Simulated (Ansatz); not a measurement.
I need a comparison of functionals at one structure of CaAl2Sb2, space group P-3m1. Use the Python package of Ansatz (0.2.0). Level of theory (first run): PBE, PAW, the default cutoff (420 eV here), 6×6×4 k-points, cold smearing of 0.15 eV. The script varies functional: pbe, revpbe, lda, pbesol.

`caal2sb2.vasp`
```text
CaAl2Sb2
1.0
   4.98113772    0.00000000    0.00000000
  -2.49056886    4.31379181    0.00000000
   0.00000000    0.00000000    6.04446957
Ca Al Sb
1 2 2
Direct
   0.00000000    0.00000000    0.00000000
   0.66666667    0.33333333    0.28404447
   0.33333333    0.66666667    0.71595553
   0.66666667    0.33333333    0.73833583
   0.33333333    0.66666667    0.26166417
```

`caal2sb2.py`:
```python
"""Functional comparison for CaAl2Sb2 (totals differ with the potentials too)."""

import warnings

import ansatz
from ase.io import read


def main() -> None:
    warnings.simplefilter("ignore", ansatz.DeckWarning)

    atoms = read("caal2sb2.vasp", format="vasp")
    cell = ansatz.Crystal.from_ase(atoms)

    calc = (
        cell.calculation()
        .pseudopotentials("paw")
        .accuracy("medium")  # preset for grids and thresholds
        .kpoints(spacing=0.29)  # sampling of the Brillouin zone
        .occupations("cold", width=0.15)
        .initial_density(normalization="atom")
        .scf(max_iterations=80, self_checks="low")
        .stress()  # positive in compression
    )

    rows = []
    for value in ["pbe", "revpbe", "lda", "pbesol"]:
        rep = calc.functional(value).run().report
        rows.append((value, rep["free_energy_ev"] / len(rep["lattice"]["sites"]), rep["n_iterations"], sum(rep["stress_gpa"][i][i] for i in range(3)) / 3, rep["n_kpoints"]))

    print("  functional   F/atom (eV)    iterations       P (GPa)      k-points")
    for row in rows:
        print(f"{str(row[0]):>12s}  {row[1]:12.5f}  {row[2]:12d}  {row[3]:12.3f}  {row[4]:12d}")


if __name__ == "__main__":
    main()
```

```console
$ python caal2sb2.py
  functional   F/atom (eV)    iterations       P (GPa)      k-points
         pbe   -3172.44232             8         0.607            24
      revpbe   -3176.37155             9         1.626            24
         lda   -3094.31408             8        -2.726            24
      pbesol   -3132.08565             8        -1.345            24
```

From lowest to highest: LDA (-2.7 GPa), PBEsol (-1.3 GPa), PBE (0.6 GPa) and revPBE (1.6 GPa). At a fixed cell a lower pressure usually means a smaller equilibrium volume, so LDA prefers the smallest cell and revPBE the largest.

Reading the output:
- The mesh is modest for a metal, so energies can be off by several to tens of meV an atom and pressures by half a GPa or more; differences at equal mesh fare better.
- Pressure is positive in compression.
- This cell is a computed structure, which may not be the phase found in nature.
- Total energies of different functionals can't be compared; pressures, moments and gaps at this one structure can.
- Run time: 13 s on 1 thread of Intel(R) Xeon(R) 6975P-C (Granite Rapids) (shared host), peak memory 0.53 GiB.
